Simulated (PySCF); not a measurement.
**HI: bond curves at several levels of theory**

One table from this session's results is given with a row withheld; the runs are named, their logs left out.

Program: PySCF 2.14.0. Level of theory: H def2-SVPD, I def2-SVPD with ECP28, scalar-relativistic core potentials. These are calculated values, not measurements.

The first run:

A driver script around PySCF takes these settings:

| Quantity | Value |
| --- | --- |
| atoms | H, I |
| charge | 0 |
| basis | H def2-SVPD, I def2-SVPD with ECP28 |
| Hamiltonian | scalar-relativistic core potentials |
| basis functions | 43 |
| electrons treated | 26 |
| masses in u | 1.0078, 126.9045 |
| levels | PBE0, PBE, r²SCAN, TPSS, B3LYP, M06, HF, MP2, SCS-MP2, CCSD, CCSD(T) |
| grid | 80 radial by 434 angular points |
| occupations | held fixed by the projection of orbital angular momentum |
| dissociation limit | H + I, each in its ground configuration |
| starting distance in angstrom | 1.630 |
| values of 2S to try | 0, 2 |

Started as:

```bash
> OMP_NUM_THREADS=1 python dia.py task.json out
```

Among the steps run: The job; The PBE0 curve of the state that the search chose; Excited determinants; PBE (GGA); r²SCAN; TPSS; B3LYP (global hybrid GGA); M06 (hybrid meta-GGA); RHF (mean field); Correlated methods on the Hartree–Fock reference.

One of the session's tables, all rows but one given; the rest of the session is left out.

Energy (eV) from each level's lowest point:

| R (Å) | RHF | RHF-MP2 | RHF-SCS-MP2 | RHF-CCSD | RHF-CCSD(T) |
| --- | --- | --- | --- | --- | --- |
| 1.392 | 0.676 | 0.678 | 0.693 | n/a | n/a |
| 1.457 | 0.289 | 0.296 | 0.306 | 0.314 | 0.319 |
| 1.522 | 0.078 | 0.084 | 0.091 | 0.096 | 0.099 |
| 1.570 | ? | ? | ? | ? | ? |
| 1.619 | 0.000 | 0.000 | 0.000 | 0.000 | 0.000 |
| 1.668 | 0.040 | 0.034 | 0.031 | 0.027 | 0.025 |
| 1.732 | 0.153 | 0.137 | 0.129 | 0.119 | 0.114 |
| 1.813 | 0.364 | 0.332 | 0.319 | 0.298 | 0.289 |
| 1.910 | 0.686 | 0.629 | 0.609 | 0.571 | 0.557 |
| 2.040 | 1.179 | 1.080 | 1.048 | n/a | n/a |

Estimate the missing values for R (Å) = 1.570.

Worked estimate for «RHF». A straight line through the neighbours (1.522, 0.078) and (1.619, 0.000) gives 0.078 + (0.000 − 0.078) × (1.570 − 1.522) / (1.619 − 1.522) = 0.039; a parabola fitted to 4 rows on both sides gives 0.007.

The run gave: RHF: 0.009; RHF-MP2: 0.013; RHF-SCS-MP2: 0.016; RHF-CCSD: 0.019; RHF-CCSD(T): 0.021. In «RHF» the line misses by +0.030 and the parabola by -0.002.
